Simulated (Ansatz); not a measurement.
Run this with Ansatz 0.2.0 through its Python package and show what comes out.

The script, `report_sr3bip.py`:
```python
"""Electronic structure of Sr3BiP, looked at from several sides."""

from collections import Counter
from pathlib import Path
import warnings

import ansatz as az
from ase.io.cube import read_cube_data
from ase.units import Bohr
import numpy as np
from pymatgen.core import Structure
from scipy.ndimage import map_coordinates


def main() -> None:
    cell = (
        az.Lattice.of((5.776749, 0.0, 0.0), (0.0, 5.776749, 0.0), (0.0, 0.0, 5.776749))
        .atom("Sr", (0.0, 0.5, 0.5))
        .atom("Sr", (0.5, 0.0, 0.5))
        .atom("Sr", (0.5, 0.5, 0.0))
        .atom("Bi", (0.0, 0.0, 0.0))
        .atom("P", (0.5, 0.5, 0.5))
    )

    calculation = (
        cell.calculation()
        .functional("r2scan")
        .pseudopotentials("nc")
        .kpoints(mesh=(3, 3, 3), center="gamma")
        .occupations(az.OccupationsMethod.GAUSSIAN)
        .density()
        .output_files(volumetric_format="cube")
    )
    with warnings.catch_warnings(record=True) as caught:
        warnings.simplefilter("always")
        out = calculation.run(threads=1)
    print("warnings raised:", sorted(w.category.__name__ for w in caught) or "none")
    r = out.report

    energy = r["free_energy_ev"]
    print("Sr3BiP: {:.6f} eV = {:.6f} Ry = {:.6f} Ha".format(energy, energy / 13.605693, energy / 27.211386))
    print("Fermi level {:.4f} eV, {} k-points, {} symmetry operations".format(r["fermi_energy_ev"], r["n_kpoints"], r["n_symmetry_ops"]))

    final = Structure(out.lattice.cell_ang, [s.symbol for s in out.lattice.sites], [s.position_frac for s in out.lattice.sites])
    # shortest distances, periodic images included
    for index, site in enumerate(final):
        near = final.get_neighbors(site, 4.5)
        edge = 1.15 * min(n.nn_distance for n in near)
        shell = Counter((round(n.nn_distance, 2), n.specie.symbol) for n in near if n.nn_distance < edge)
        print(f"{index:2d} {site.specie.symbol:2s}", ", ".join(f"{count} {symbol} at {d:.2f}" for (d, symbol), count in sorted(shell.items())))

    print(calculation.to_python())

    # cube files hold the density in electrons per cubic bohr
    folder = Path(out.write_results("cubes"))
    print("\n".join((folder / "rho.cube").read_text().splitlines()[: 6 + 5]))
    values, cube_atoms = read_cube_data(str(folder / "rho.cube"))
    print("electrons from the file:", round(values.mean() * cube_atoms.get_volume() / Bohr ** 3, 3))

    # smooth valence density along the shortest bond of atom 0
    rho = out.density()
    total = sum(channel.density_e_per_ang3 for channel in rho.channels[:2])
    grid_cell = np.asarray(rho.fft_grid_basis) @ out.lattice.cell_ang
    partner = min(final.get_neighbors(final[0], 5.0), key=lambda n: n.nn_distance)
    line = np.linspace(final[0].coords, partner.coords, 11)
    points = (line @ np.linalg.inv(grid_cell)) * rho.dims
    values = map_coordinates(total, points.T, order=3, mode="grid-wrap")
    print(f"from {final[0].specie} to {partner.specie}, {partner.nn_distance:.3f} A")
    for t, value in zip(np.linspace(0, partner.nn_distance, 11), values):
        print(f"{t:7.3f} A  {value:9.4f} e/A^3")

    print(final)

    for term in (az.EnergyTerm.SMEARING, az.EnergyTerm.DISPERSION):
        print(f"F without {term.name.lower()}: {az.free_energy_without(r, term):.5f} eV")


if __name__ == "__main__":
    main()
```

```console
$ python report_sr3bip.py
warnings raised: ['DeckWarning', 'PlacementWarning']
Sr3BiP: -6085.905514 eV = -447.305809 Ry = -223.652904 Ha
Fermi level 6.5766 eV, 4 k-points, 48 symmetry operations
 0 Sr 2 P at 2.89
 1 Sr 2 P at 2.89
 2 Sr 2 P at 2.89
 3 Bi 12 Sr at 4.08
 4 P  6 Sr at 2.89
(
    az.Lattice.of(((5.776749, 0.0, 0.0), (0.0, 5.776749, 0.0), (0.0, 0.0, 5.776749)))
    .atom("Sr", (0.0, 0.5, 0.5))
    .atom("Sr", (0.5, 0.0, 0.5))
    .atom("Sr", (0.5, 0.5, 0.0))
    .atom("Bi", (0.0, 0.0, 0.0))
    .atom("P", (0.5, 0.5, 0.5))
    .calculation()
    .kpoints(3, 3, 3, shift=(0.0, 0.0, 0.0))
    .functional("r2scan")
    .pseudopotentials(kind="nc")
    .occupations(method="gaussian")
    .density()
    .output_files(volumetric_format="cube")
)

ansatz rho
values in e/bohr^3 (x slowest, z fastest)
    5    0.000000    0.000000    0.000000
   60    0.181941    0.000000    0.000000
   60    0.000000    0.181941    0.000000
   60    0.000000    0.000000    0.181941
   38   38.000000    0.000000    5.458237    5.458237
   38   38.000000    5.458237    0.000000    5.458237
   38   38.000000    5.458237    5.458237    0.000000
   83   83.000000    0.000000    0.000000    0.000000
   15   15.000000    5.458237    5.458237    5.458237
electrons from the file: 50.0
from Sr to P, 2.888 A
  0.000 A     0.0037 e/A^3
  0.289 A     1.0654 e/A^3
  0.578 A     2.7219 e/A^3
  0.867 A     1.0805 e/A^3
  1.155 A     0.3196 e/A^3
  1.444 A     0.2261 e/A^3
  1.733 A     0.3577 e/A^3
  2.022 A     0.6095 e/A^3
  2.311 A     0.6752 e/A^3
  2.600 A     0.2717 e/A^3
  2.888 A     0.0193 e/A^3
Full Formula (Sr3 Bi1 P1)
Reduced Formula: Sr3BiP
abc   :   5.776749   5.776749   5.776749
angles:  90.000000  90.000000  90.000000
pbc   :       True       True       True
Sites (5)
  #  SP      a    b    c
---  ----  ---  ---  ---
  0  Sr    0    0.5  0.5
  1  Sr    0.5  0    0.5
  2  Sr    0.5  0.5  0
  3  Bi    0    0    0
  4  P     0.5  0.5  0.5
F without smearing: -6085.90526 eV
F without dispersion: -6085.90551 eV
```

These settings explore the input space; cutoff and mesh may be short of convergence. Such functionals run on norm-conserving files made under PBE, which can move pressures by some GPa. Only differences from the Fermi energy are physical; the zero of the scale is a convention. An opening on this mesh may only mean that it misses a point where bands touch. Spin-orbit coupling, which matters for elements this heavy, is left out. The fields are valence quantities on the plane-wave grid; their values near the nuclei depend on the potentials. This cell is a computed structure, which may not be the phase found in nature. Wall time of the script: 7.5 s on 1 thread of Arm Neoverse V2, with other jobs on the host, peak memory 0.72 GiB.
